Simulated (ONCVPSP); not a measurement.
# Pseudopotential generation for arsenic: ONCV, PBE

Do these settings give a usable potential? It is generated, then checked for transferability, scattering, ghosts and hardness.

Method: ONCVPSP 4.0.1, PBE, scalar-relativistic.

### Step 1. Starting point

The settings as typed:

```json
{"element": "arsenic (As, Z = 33)", "type": "optimised norm-conserving Vanderbilt (ONCV)", "frozen core": "[Ar]", "valence charge": "15", "reference configuration": "3d10 4s2 4p3", "partial waves": "4s: rc 1.45 bohr, ncon 4, nbas 8, qcut 4.3 1/bohr, 1 projector; 4p: rc 1.40 bohr, ncon 3, nbas 7, qcut 5 1/bohr, 2 projectors, debl 1.3 Ha; 3d: rc 0.85 bohr, ncon 3, nbas 7, qcut 15.1 1/bohr, 1 projector", "local potential": "polynomial inside 0.65 bohr (lpopt 3, dvloc0 2 Ha)", "core correction": "Teter function fitted to the true core (icmod 2), fcfact 0.55"}
```

An earlier all-electron run gives the scale for the radii.

All-electron outer shells of the reference configuration (PBE, scalar-relativistic, ld1.x):

```
shell  level (eV)  outermost node (bohr)  outermost maximum (bohr)
   3s     -190.31                   0.25                      0.52
   3p     -133.68                   0.22                      0.52
   3d      -40.65                      –                      0.47
   4s      -14.49                   0.73                      1.61
   4p       -5.19                   0.78                      2.00
```

### Step 2. Generation

As.dat

```
# ATOM AND REFERENCE CONFIGURATION
# atsym  z   nc   nv     iexc    psfile
  As 33.00    5    3        4      upf
#
#   n    l    f
    1    0    2.00
    2    0    2.00
    2    1    6.00
    3    0    2.00
    3    1    6.00
    3    2   10.00
    4    0    2.00
    4    1    3.00
#
# PSEUDOPOTENTIAL AND OPTIMIZATION
# lmax
    2
#
#   l,   rc,      ep,       ncon, nbas, qcut
    0    1.45    0.00    4    8    4.30
    1    1.40    0.00    3    7    5.00
    2    0.85    0.00    3    7   15.10
#
# LOCAL POTENTIAL
# lloc, lpopt,  rc(5),   dvloc0
    4    3    0.65    2.00
#
# VANDERBILT-KLEINMAN-BYLANDER PROJECTORs
# l, nproj, debl
    0    1    1.20
    1    2    1.30
    2    1    1.80
#
# MODEL CORE CHARGE
# icmod, fcfact, rcfact
    2    0.55    1.10
#
# LOG DERIVATIVE ANALYSIS
# epsh1, epsh2, depsh
   -3.00    5.00    0.02
#
# OUTPUT GRID
# rlmax, drl
    6.00    0.01
#
# TEST CONFIGURATIONS
# ncnf
    4
# nvcnf
#   n    l    f
    3
    3    2   10.00
    4    0    2.00
    4    1    2.00
#
    3
    3    2   10.00
    4    0    2.00
    4    1    1.00
#
    3
    3    2   10.00
    4    0    2.00
    4    1    0.00
#
    3
    3    2    9.00
    4    0    2.00
    4    1    4.00
#
```

On the command line:

```
$ oncvpsp.x < As.dat > As.out
```

**Question.** What will these runs give? Wanted: cutoffs for 1 and 0.1 mHa per electron, occupied waves; bound ghosts; GHOST(+) flags; largest test error; largest phase difference near zero energy, channels read; rms error of d²Exc/dn², without and with the model core.

As calculated:

```
                                                quantity                                                 value
  cutoffs for 1 and 0.1 mHa per electron, occupied waves                                     107 Ha and 258 Ha
                                            bound ghosts                                       s at -256.56 eV
                                          GHOST(+) flags  p at 52 eV (1 near or above the test basis's cutoff)
                            largest test error (AE − PS)                             -577 meV, for 3d9 4s2 4p4
largest phase difference near zero energy, channels read                                             0.008 rad
 rms error of d²Exc/dn², without and with the model core                                     7.02 and 2.09 mHa
```

**Reading.** It has a bound ghost (s), a state that the atom doesn't have, and that rules the file out. By total energies transferability is poor: the largest error is 577 meV on 40.1 eV, for 3d9 4s2 4p4. It counts as very hard, with 107 Ha needed at the looser tolerance. At the looser tolerance the 3d wave is the slowest; 4s needs 10 Ha. Near zero energy the phases of the channels with partial waves agree within 0.008 rad. The program also flags highly localised states, GHOST(+) (p). All of this concerns the isolated atom, not yet a solid.
